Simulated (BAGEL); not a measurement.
# BH2SClO (SMILES OB(S)Cl) at B3LYP/6-31G(d) (density fitting with qzvpp-jkfit, spherical functions)

Aim: the energy change on altering one bond length of BH2SClO at B3LYP/6-31G* (density fitting with qzvpp-jkfit, spherical functions), from 2 runs. 

The results are computed with BAGEL 1.2.2.

1 further run of the same task is left out (set aside as unsound or not needed).

## Step 1: The molecule

BH2SClO: 6 atoms, total charge 0, spin state singlet. SMILES: `OB(S)Cl`. The shape is that of a PBE0-D4/def2-TZVP optimisation. This is one conformer, not always the lowest.

Bond lengths: O1–B2 1.348 Å, B2–S3 1.800 Å, B2–Cl4 1.770 Å, O1–H5 0.962 Å, S3–H6 1.344 Å. Angles: O1–B2–S3 121.5°, O1–B2–Cl4 120.9°, S3–B2–Cl4 117.6°, B2–O1–H5 113.2°, B2–S3–H6 94.9°.

## Step 2: A single-point energy at B3LYP/6-31G(d) (density fitting with qzvpp-jkfit, spherical functions)

Input file input.json:

```json
{ "bagel" : [

{
  "title" : "molecule",
  "basis" : "6-31gs.json",
  "df_basis" : "qzvpp-jkfit",
  "angstrom" : true,
  "geometry" : [
    { "atom" : "O", "xyz" : [    0.301700,    0.908000,   -0.627200 ] },
    { "atom" : "B", "xyz" : [   -0.232300,   -0.218400,   -0.112900 ] },
    { "atom" : "S", "xyz" : [    0.333000,   -0.896100,    1.455800 ] },
    { "atom" : "Cl", "xyz" : [   -1.520700,   -1.084000,   -0.964300 ] },
    { "atom" : "H", "xyz" : [   -0.088300,    1.162600,   -1.468700 ] },
    { "atom" : "H", "xyz" : [    1.248600,    0.063900,    1.671200 ] }
  ]
},
{
  "title" : "ks",
  "xc_func" : "b3lyp"
},
{
  "title" : "print",
  "file" : "orbitals.molden",
  "orbitals" : true
}

]}
```

The basis set 6-31G* is read from a file made from the Basis Set Exchange's data (not shown).

On the command line:

```console
$ BAGEL_NUM_THREADS=1 BAGEL input.json > input.out
```

What it wrote:

```text
* using 1 threads per process

  ===============================================================
  ===============================================================

  *** Geometry ***

  { "atom" : "O", "xyz" : [      0.570130,      1.715871,     -1.185236 ] },
  { "atom" : "B", "xyz" : [     -0.438983,     -0.412716,     -0.213350 ] },
  { "atom" : "S", "xyz" : [      0.629279,     -1.693384,      2.751063 ] },
  { "atom" : "Cl", "xyz" : [     -2.873707,     -2.048463,     -1.822263 ] },
  { "atom" : "H", "xyz" : [     -0.166863,      2.196996,     -2.775441 ] },
  { "atom" : "H", "xyz" : [      2.359512,      0.120753,      3.158110 ] },

  Number of auxiliary basis functions:      444

  Since a DF basis is specified, we compute 2- and 3-index integrals:
    o Being stored without compression. Storage requirement is 0.016 GB

  Number of basis functions:       68
  Number of electrons      :       48

    * METHOD: MOLECULE                             0.21

  *** Kohn-Sham DFT ***

    * Removing 10686 points whose weight is below 1.00e-10
    * Grid points: 78750

  === Nuclear Repulsion ===
   185.6608348315

       - DIIS with orbital gradients will be used.

  === KS iteration (b3lyp / 6-31gs.json) ===
      0       -943.50053477          0.14115571           0.28
      1       -945.24789337          0.11639100           0.22
      2       -916.31397976          0.21038456           0.34
      3       -954.96430178          0.10376153           0.20
      4       -958.87407073          0.04139295           0.20
      5       -959.63340433          0.01691410           0.20
      6       -959.73259525          0.00828424           0.20
      7       -959.77559556          0.00157362           0.20
      8       -959.77660431          0.00053833           0.19
      9       -959.77674908          0.00009061           0.21
     10       -959.77675285          0.00002320           0.21
     11       -959.77675299          0.00001398           0.20
     12       -959.77675306          0.00000193           0.20
     13       -959.77675306          0.00000053           0.20
     14       -959.77675306          0.00000024           0.21
     15       -959.77675306          0.00000007           0.21
     16       -959.77675306          0.00000002           0.21
     17       -959.77675306          0.00000001           0.21
    * SCF iteration converged.

    * Permanent dipole moment:
           (   -0.251484,    -0.667640,     0.397383) a.u.

    * METHOD: KS                                   4.22

    * METHOD: PRINT                                0.01

  ===============================================================
```

It took 5.4 s on 1 thread of Intel Xeon 6975P-C (Granite Rapids), shared host; peak memory 0.29 GiB.

## Step 3: The distorted shape, same level

Input file input.json:

```json
{ "bagel": [

{
  "title": "molecule",
  "basis": "6-31gs.json",
  "df_basis": "qzvpp-jkfit",
  "angstrom": true,
  "geometry": [
    { "atom": "O", "xyz": [    0.132103,    1.111318,   -1.097830 ] },
    { "atom": "B", "xyz": [   -0.401897,   -0.015082,   -0.583530 ] },
    { "atom": "S", "xyz": [    0.333000,   -0.896100,    1.455800 ] },
    { "atom": "Cl", "xyz": [   -1.690297,   -0.880682,   -1.434930 ] },
    { "atom": "H", "xyz": [   -0.257897,    1.365918,   -1.939330 ] },
    { "atom": "H", "xyz": [    1.248600,    0.063900,    1.671200 ] }
  ]
},
{
  "title": "ks",
  "xc_func": "b3lyp"
},
{
  "title": "print",
  "file": "orbitals.molden",
  "orbitals": true
}

]}
```

The basis set 6-31G* is read from a file made from the Basis Set Exchange's data (not shown).

On the command line:

```console
$ BAGEL_NUM_THREADS=1 BAGEL input.json > input.out
```

What it wrote:

```text
* using 1 threads per process

  ===============================================================
  ===============================================================

  *** Geometry ***

  { "atom" : "O", "xyz" : [      0.249638,      2.100087,     -2.074598 ] },
  { "atom" : "B", "xyz" : [     -0.759475,     -0.028501,     -1.102712 ] },
  { "atom" : "S", "xyz" : [      0.629279,     -1.693384,      2.751063 ] },
  { "atom" : "Cl", "xyz" : [     -3.194198,     -1.664248,     -2.711625 ] },
  { "atom" : "H", "xyz" : [     -0.487355,      2.581211,     -3.664803 ] },
  { "atom" : "H", "xyz" : [      2.359512,      0.120753,      3.158110 ] },

  Number of auxiliary basis functions:      444

  Since a DF basis is specified, we compute 2- and 3-index integrals:
    o Being stored without compression. Storage requirement is 0.016 GB

  Number of basis functions:       68
  Number of electrons      :       48

    * METHOD: MOLECULE                             0.24

  *** Kohn-Sham DFT ***

    * Removing 10004 points whose weight is below 1.00e-10
    * Grid points: 79432

  === Nuclear Repulsion ===
   169.1566004797

       - DIIS with orbital gradients will be used.

  === KS iteration (b3lyp / 6-31gs.json) ===
      0       -941.28505676          0.13772058           0.29
      1       -938.73945633          0.11251963           0.20
      2       -891.35584271          0.17671699           0.32
      3       -947.51768530          0.11398568           0.19
      4       -953.94888809          0.09020934           0.20
      5       -959.42144082          0.02659370           0.20
      6       -959.55015570          0.01938901           0.20
      7       -959.72379532          0.00198768           0.21
      8       -959.72599441          0.00082292           0.19
      9       -959.72648547          0.00018334           0.20
     10       -959.72650704          0.00003581           0.21
     11       -959.72650754          0.00001543           0.21
     12       -959.72650763          0.00000294           0.20
     13       -959.72650764          0.00000158           0.20
     14       -959.72650764          0.00000063           0.23
     15       -959.72650764          0.00000016           0.23
     16       -959.72650764          0.00000005           0.21
     17       -959.72650764          0.00000001           0.31
     18       -959.72650764          0.00000000           0.25
    * SCF iteration converged.

    * Permanent dipole moment:
           (    0.008214,    -0.849624,     0.971826) a.u.

    * METHOD: KS                                   4.58

    * METHOD: PRINT                                0.01

  ===============================================================
```

Wall time 6 s (1 thread of Intel Xeon 6975P-C (Granite Rapids), shared host); peak memory 0.29 GiB.

## Step 4: What came out

At B3LYP/6-31G* (density fitting with qzvpp-jkfit, spherical functions):

| quantity | value |
| --- | --- |
| first shape: total energy | -959.77675 Eh |
| first shape: dipole moment | 2.08 D |
| first shape: HOMO energy | -7.52 eV |
| first shape: LUMO energy | 0.05 eV |
| first shape: HOMO–LUMO gap | 7.58 eV |
| distorted shape: total energy | -959.72651 Eh |
| distorted shape: dipole moment | 3.28 D |
| distorted shape: HOMO energy | -6.72 eV |
| distorted shape: LUMO energy | -1.12 eV |
| distorted shape: HOMO–LUMO gap | 5.60 eV |
| energy change with the B2–S3 bond stretched from 1.800 to 2.340 Å | 1.367 eV |

What this shows: With the B2–S3 bond stretched from 1.800 to 2.340 Å the energy rises by 1.37 eV (32 kcal/mol). The first shape isn't relaxed at this level, so the change isn't measured from a minimum.
